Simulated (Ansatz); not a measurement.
# C₂H₈BFSi: up Jacob's ladder to CCSD(T)

One table from this session's results is given with a row withheld; the runs are named, their logs left out.

Method: functionals in def2-TZVPP, the program's frozen cores in correlated methods; program: Ansatz 0.2.0, Gaussian basis.

The runs, in order: PBE-D4, r2SCAN-D4, PBE0-D4, B3LYP-D4, ωB97X-V, ωB97M-V, B2PLYP; CCSD(T)/def2-TZVPP; MP2/def2-QZVPP; extrapolation to the limit.

## The geometry

An earlier PBE0-D4 in a triple-zeta def2 set relaxation fixed the geometry.

SMILES `BC[SiH2]CF`, 13 atoms, charge 0, spin multiplicity 1.

Atoms are counted from 1 here; the program's logs count them from 0.

Bond lengths: B1–C2 1.532 Å, B1–H6 1.198 Å, B1–H7 1.198 Å, C2–Si3 1.889 Å, C2–H8 1.095 Å, C2–H9 1.094 Å, Si3–C4 1.896 Å, Si3–H10 1.485 Å, Si3–H11 1.488 Å, C4–F5 1.392 Å, C4–H12 1.095 Å, C4–H13 1.095 Å. Angles: C2–B1–H6 120.6°, C2–B1–H7 120.7°, H6–B1–H7 118.6°, B1–C2–Si3 107.3°, B1–C2–H8 114.9°, B1–C2–H9 115.0°, Si3–C2–H8 103.1°, Si3–C2–H9 104.7°, H8–C2–H9 110.6°, C2–Si3–C4 108.7°, C2–Si3–H10 111.0°, C2–Si3–H11 111.7°, C4–Si3–H10 109.2°, C4–Si3–H11 107.2°, H10–Si3–H11 109.1°, Si3–C4–F5 110.2°, Si3–C4–H12 111.2°, Si3–C4–H13 111.2° and more.

The first run:

Contents of in.yaml:

```yaml
crystal:
  periodic: [false, false, false]
  atoms:
    - {symbol: B, position_ang: [-0.581778, 1.546248, 1.606877]}
    - {symbol: C, position_ang: [-0.739879, 0.850867, 0.250891]}
    - {symbol: Si, position_ang: [0.551658, -0.525535, 0.171813]}
    - {symbol: C, position_ang: [0.444151, -1.364280, -1.525131]}
    - {symbol: F, position_ang: [0.613490, -0.424893, -2.537807]}
    - {symbol: H, position_ang: [0.213222, 2.431044, 1.749115]}
    - {symbol: H, position_ang: [-1.198603, 1.170192, 2.562965]}
    - {symbol: H, position_ang: [-0.493956, 1.471882, -0.617013]}
    - {symbol: H, position_ang: [-1.697722, 0.343095, 0.101029]}
    - {symbol: H, position_ang: [1.920882, 0.018787, 0.360595]}
    - {symbol: H, position_ang: [0.299589, -1.574846, 1.196874]}
    - {symbol: H, position_ang: [-0.529026, -1.846440, -1.668199]}
    - {symbol: H, position_ang: [1.218371, -2.130922, -1.637108]}
basis:
  gaussian: {orbitals: def2-TZVPP}
hamiltonian: {xc: pbe, dispersion: d4}
output: {forces: true, orbitals: {seedname: orbitals}}
```

Launch:

```sh
> ansatz run in.yaml --threads 4 --pin off --events-out ev --progress --plain --max-ram 10444MiB
```

Among the steps run: PBE-D4 (GGA); r2SCAN-D4 (meta-GGA); PBE0-D4 (hybrid); B3LYP-D4 (hybrid); ωB97X-V (range-separated); ωB97M-V (range-separated); B2PLYP (double hybrid); CCSD(T) in def2-TZVPP; MP2 in def2-QZVPP.

One table of the session follows, with a row left open; its other results are not shown here.

| method | atomisation energy (kJ/mol) |
| --- | --- |
| PBE-D4 | 4686.8 |
| r2SCAN-D4 | 4651.2 |
| PBE0-D4 | ? |
| B3LYP-D4 | 4641.4 |
| ωB97X-V | 4652.1 |
| ωB97M-V | 4651.0 |
| B2PLYP | 4588.9 |
| HF/def2-TZVPP | 3533.0 |
| MP2/def2-TZVPP | 4566.5 |
| CCSD/def2-TZVPP | 4471.1 |
| CCSD(T)/def2-TZVPP | 4521.8 |
| MP2/CBS | 4669.5 |
| CCSD(T)/CBS | 4624.8 |

Q: Estimate the row for PBE0-D4 from the others.

As computed: atomisation energy (kJ/mol): 4637.6. In the column «atomisation energy (kJ/mol)» it lies between CCSD(T)/CBS (4624.8) and B3LYP-D4 (4641.4).
